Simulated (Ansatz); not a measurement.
# BrHSSi: the cost of one run

Computed with the Python package of Ansatz 0.2.0. Level of theory: Hartree-Fock/def2-SVP.

### 1 The system

Bond lengths: S1–Si2 2.102 Å, Si2–Br3 2.181 Å, S1–H4 1.320 Å. Angles: S1–Si2–Br3 107.1°, Si2–S1–H4 98.8°.

No structure file is read: the coordinates are typed or built in the script.

### 2 The code

Contents of relaxed_scan_brhssi.py:

```python
"""Relaxed scan of one distance in BrHSSi."""

import warnings

import ansatz as az
from ase import Atoms
import numpy as np

warnings.simplefilter("ignore", az.DeckWarning)

atoms = Atoms(["S", "Si", "Br", "H"], positions=[
    [-0.1746, 0.9748, -0.6136],
    [-0.1784, -0.8546, 0.4216],
    [1.8582, -1.2, 1.1223],
    [-1.4497, 1.0195, -0.9505],
])
mol = az.Crystal.molecule_from_ase(atoms)

setup = (
    mol.calculation()
    .basis(gaussian="def2-SVP")
    .functional("hf")
)
symbols = [site.symbol for site in mol.cartesian_sites]
pairs = [(0, 1), (0, 3), (1, 2)]
print("held (A)   E (eV)        ", "  ".join(f"{symbols[i]}{i}-{symbols[j]}{j}" for i, j in pairs))
for length in [1.21, 1.32, 1.43, 1.58, 1.78]:
    r = setup.relax(constraints=[az.DistanceConstraint((0, 3), at=length)], force_tolerance=0.02, max_steps=60).run(threads=1).report
    xyz = np.array(r["positions_ang"])
    print(f"{length:6.2f} {r['free_energy_ev']:14.5f}  ", "  ".join(f"{np.linalg.norm(xyz[i] - xyz[j]):.3f}" for i, j in pairs))
```

### 3 What the engine is handed

The package turns the script's settings into the engine's input (first run):

```yaml
crystal:
  periodic: [false, false, false]
  atoms:
    - { symbol: S, position_ang: [-0.1746, 0.9748, -0.6136] }
    - { symbol: Si, position_ang: [-0.1784, -0.8546, 0.4216] }
    - { symbol: Br, position_ang: [1.8582, -1.2, 1.1223] }
    - { symbol: H, position_ang: [-1.4497, 1.0195, -0.9505] }
basis:
  gaussian:
    orbitals: def2-SVP
hamiltonian:
  xc: hf
relax:
  f_tol: 0.02
  max_steps: 60
  constraints:
    - { distance: [0, 3], at: 1.21 }
```

### 4 Launch

On the command line:

```console
$ python relaxed_scan_brhssi.py
```

What time and memory should one allow on 1 thread of Arm Neoverse V1, shared host?

About 39 s, with a peak of 0.21 GiB.
